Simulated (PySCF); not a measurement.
# Cl3H2OTl (Tl(Cl)3(H2O)): the cost of one run

The runs use PySCF 2.14.0; several levels, as the steps say, no spin–orbit coupling.

1 further run of the same task is left out (for a known fault of the program).

### 1 The system as given

7 atoms, charge 0, spin multiplicity 1.

Bond lengths: Tl1–Cl2 2.417 Å, Tl1–Cl3 2.393 Å, Tl1–Cl4 2.417 Å, Tl1–O5 2.451 Å, O5–H6 0.969 Å, O5–H7 0.969 Å. Angles: Cl2–Tl1–Cl3 120.4°, Cl2–Tl1–Cl4 117.5°, Cl2–Tl1–O5 87.4°, Cl3–Tl1–Cl4 120.4°, Cl3–Tl1–O5 107.7°, Cl4–Tl1–O5 87.4°, Tl1–O5–H6 104.6°, Tl1–O5–H7 104.6°, H6–O5–H7 105.6°.

Coordinates:

```tsv
atom	x (Å)	y (Å)	z (Å)
Tl1	-0.0793	-0.1565	0.1565
Cl2	0.8837	1.8720	1.0505
Cl3	-1.5362	-1.4989	1.4989
Cl4	0.8837	-1.0505	-1.8720
O5	-1.4765	1.2676	-1.2676
H6	-1.1784	2.1697	-1.0782
H7	-1.1784	1.0782	-2.1697
```

Formal oxidation states: Tl +3. An earlier session relaxed this geometry at PBE0, Tl def2-SVP with ECP60, Cl def2-SVP, O def2-SVP, H def2-SVP (singlet, point group Cs).

At PBE0 on the finer grid: E = -1628.619687 Eh, HOMO -8.85 eV, LUMO -3.47 eV, Mulliken charge on Tl1 +0.62 e, largest force component 0.023 eV/Å. 

Levels to run: B3LYP; M06-L; PBE0, TZVP. Hardware: 2 threads of Arm Neoverse V1, shared host.

### 2 B3LYP

Contents of run.py (the lines that set the calculation):

```python
mol = gto.M(atom='''
Tl    -0.07928    -0.15649     0.15649
Cl     0.88369     1.87201     1.05054
Cl    -1.53620    -1.49890     1.49890
Cl     0.88369    -1.05054    -1.87201
O     -1.47651     1.26762    -1.26762
H     -1.17845     2.16970    -1.07819
H     -1.17845     1.07819    -2.16970''',
    basis={'Tl': 'def2-SVP', 'Cl': 'def2-SVP', 'O': 'def2-SVP', 'H': 'def2-SVP'},
    ecp={'Tl': 'def2-SVP'},
    charge=0, spin=0)
mf = dft.RKS(mol, xc='B3LYP')
mf.grids.atom_grid = (75, 302)
mf = mf.density_fit()  # fitting sets: Tl def2-universal-JKFIT, Cl def2-universal-JKFIT, O def2-universal-JKFIT, H def2-universal-JKFIT
mf.conv_tol = 1e-08; mf.max_cycle = 55
mf.kernel(dm0)  # dm0: the density of the relaxed state
```

The run is started by

```bash
$ OMP_NUM_THREADS=2 python run.py
```

**Question.** How long does this run take on 2 threads of Arm Neoverse V1, shared host?

About 5.1 s.
